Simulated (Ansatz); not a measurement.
Predict the output of the script below (the Python package of Ansatz (0.2.0)).

`plus_u_kcucl3.py`
```python
from dataclasses import dataclass
import warnings

import ansatz
import numpy as np


@dataclass
class Settings:
    cutoff_ev: int = 470
    occupations: str = "fermi_dirac"
    sigma: float = 0.05


opts = Settings()


def count_gap(report):
    # lowest empty less highest filled band, counting bands; zero where they overlap
    return max(report.get("gap_by_band_count_ev") or 0.0, 0.0)


def main() -> None:
    warnings.simplefilter("ignore", ansatz.DeckWarning)

    xtal = (
        ansatz.Lattice.of((4.798052, 0.0, 0.0), (0.0, 4.798052, 0.0), (0.0, 0.0, 4.798052))
        .atom("K", (0.0, 0.0, 0.0))
        .atom("Cu", (0.5, 0.5, 0.5))
        .atom("Cl", (0.0, 0.5, 0.5))
        .atom("Cl", (0.5, 0.0, 0.5))
        .atom("Cl", (0.5, 0.5, 0.0))
    )

    model = (
        xtal.calculation()
        .functional(ansatz.Functional.PBESOL)
        .basis(opts.cutoff_ev)
        .kpoints(6)
        .occupations(opts.occupations, width=opts.sigma)
        .band_table()
    )
    rows = []
    for u in [0.0, 1.5, 3.0, 4.5, 6.0]:
        r = model.hubbard("Cu", "d", u_eff=u).run().report
        shell = r["hubbard"]["n_scf"]
        rows.append((u, count_gap(r), sum(shell) / len(shell), r["n_iterations"]))
    lines = [",".join(["U_eff eV", "gap by band count eV", "Cu d occupation (projector)", "iterations"])] + [",".join(f"{v:.4f}" if isinstance(v, float) else str(v) for v in row) for row in rows]
    print("\n".join(lines))
    with open("plus_u.csv", "w") as handle:
        handle.write("\n".join(lines) + "\n")


if __name__ == "__main__":
    main()
```

`python plus_u_kcucl3.py` gives:
```text
U_eff eV,gap by band count eV,Cu d occupation (projector),iterations
0.0000,0.0000,9.5221,11
1.5000,0.0000,9.5630,11
3.0000,0.0000,9.6037,11
4.5000,0.0000,9.6435,11
6.0000,0.0000,9.6818,11
```

The cell holds an odd number of electrons and is run without spin, so a magnetic state may lie lower. The mesh is modest for a metal, so energies can be off by several to tens of meV an atom and pressures by half a GPa or more; differences at equal mesh fare better. A gap by band count of zero or less means overlapping bands, a metal, and at an odd count of electrons it is no gap at all. A Hubbard U without spin forces both spins into the same orbitals, which can open a gap or pick a state that a spin-polarised run wouldn't. This cell is a computed structure, which may not be the phase found in nature. Levels are Kohn-Sham eigenvalues on this mesh. Shell occupations and the effect of U depend on the projectors; a run with no .spin step is spin-unpolarised, and each U may end in a state that isn't the lowest. The script silences the warnings on its input, which a real study should read. Processor time in the engine: 24 s on 1 thread of Intel(R) Xeon(R) Processor @ 2.30GHz, on a shared host, peak memory 0.59 GiB.
